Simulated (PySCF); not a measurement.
# C4H8BN3: the cost of one run

Computed with PySCF 2.14.0, with density-fitted response routines of our own, on a single molecule in the gas phase. Atoms count from 0, in the outputs and in this text.

## (1) The starting structure

16 atoms, charge 0, multiplicity 1; geometry from: GFN2-xTB.

Bonds of the start (Å): C0–N1 1.43, N1–B2 1.49, B2–N3 1.56, N3–C4 1.16, C4–C5 1.45, C5–C6 1.45, C6–N7 1.14, C0–H8 1.09, C0–H9 1.09, C0–H10 1.12, N1–H11 1.01, B2–H12 1.18, B2–H13 1.19, C5–H14 1.10, C5–H15 1.10.

## (2) Ultraviolet spectrum: CAM-B3LYP/def2-SVPD

The job: settings as JSON, then the geometry in Å.

```
{"job": {"kind": "uv", "xc": "CAM-B3LYP", "basis": "def2-SVPD", "nstates": 8, "ntriplets": 3}, "charge": 0, "multiplicity": 1}
C     -1.915135     0.550034    -0.048237
N     -1.850356    -0.872104     0.029714
B     -0.976431    -1.530854     1.035263
N      0.429379    -0.934785     0.709599
C      1.010688    -0.029345     0.282266
C      1.897804     1.003176    -0.203097
C      3.271914     0.670233     0.128671
N      4.351637     0.411440     0.389250
H     -2.165154     0.952666     0.934096
H     -2.667744     0.872622    -0.769154
H     -0.940704     1.006169    -0.351800
H     -1.852341    -1.295086    -0.887925
H     -0.894744    -2.701057     0.891425
H     -1.160616    -1.154403     2.147802
H      1.645164     1.964380     0.260060
H      1.809039     1.095858    -1.291860
```

Method: TDDFT CAM-B3LYP/def2-SVPD, vertical, gas phase, core orbitals frozen in the response.

Command:

```sh
$ OMP_NUM_THREADS=1 python probes_run.py task.json out
```

This one command runs all jobs of the session in turn.

**Question.** How long does this job take on 1 thread of Arm Neoverse V2, shared host, and how much memory does it need?

About 52 s, with a peak of 1 GiB.
